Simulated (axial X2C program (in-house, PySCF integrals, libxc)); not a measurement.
**A two-component session on TeP⁻: properties at the nuclei**

Aim: properties at the nuclei of TeP⁻, with spin–orbit coupling in the Hamiltonian from the start.

Computed with an in-house X2C program for linear molecules on PySCF integrals. Level: two-component X2C with atomic mean-field terms, Te dyall-acv3z, P dyall-av3z.

All values are calculated.

**1. Input**

The input, task.json:

```json
{
 "zs": [
  52,
  15
 ],
 "q": -1,
 "bas": [
  "dyall-acv3z",
  "dyall-av3z"
 ],
 "r0": 2.3,
 "levels": [
  "PBE0",
  "HF",
  "B3LYP",
  "BP86",
  "PBE"
 ],
 "nst": 3
}
```

Keys: zs atomic numbers; q charge; bas basis sets; r0 starting distance in Å; levels methods (HF also brings MP2); nst determinants followed.

Launch:

```
> python soeom.py task.json out
```

After this run come: Expectation values, lowest determinant; Expectation values, a higher determinant; Expectation values, a higher determinant.

**Question.** What will these runs give? Wanted: lowest determinant; Eeff magnitude; Ws magnitude Te; A∥/gI Te; qzz Te; higher determinant; qzz P (for each run or level that gives them).

**Answer**, as computed:

```
                                        quantity                                            value
                              lowest determinant  Ω = 1 (excess of +ω over −ω: ω = -1/2, ω = 3/2)
                    Eeff magnitude (GV/cm), PBE0                                            0.332
                     Ws magnitude Te (kHz), PBE0                                            0.052
                            A∥/gI Te (MHz), PBE0                                             -258
                             qzz Te (a.u.), PBE0                                             3.97
                              higher determinant                             Ω = 0 (closed shell)
         qzz Te (a.u.), PBE0, higher determinant                                             3.17
          qzz P (a.u.), PBE0, higher determinant                                             0.37
                              higher determinant   Ω = 2 (excess of +ω over −ω: ω = 1/2, ω = 3/2)
Eeff magnitude (GV/cm), PBE0, higher determinant                                            0.772
 Ws magnitude Te (kHz), PBE0, higher determinant                                            0.228
        A∥/gI Te (MHz), PBE0, higher determinant                                              411
         qzz Te (a.u.), PBE0, higher determinant                                             3.20
```

What this shows: In the first state, the effective field runs from 0.332 to 0.58 GV/cm over the mean-field levels. The expectation values come from single determinants, which for open shells can mix terms of unlike spin or miss the lowest Ω, so a determinant need not be a state. Eeff is the effective electric field on the electron dipole moment in this Ω state and Ws the scalar–pseudoscalar constant (defined with the proton number Z and per Ω); A∥ is the parallel hyperfine constant, which follows by multiplying with the nuclear g factor gI = μI/(I μN); qzz is the electric field gradient, eQq0 = 234.96 MHz × Q/barn × qzz. The operators were transformed with the bare-nucleus X2C matrices.
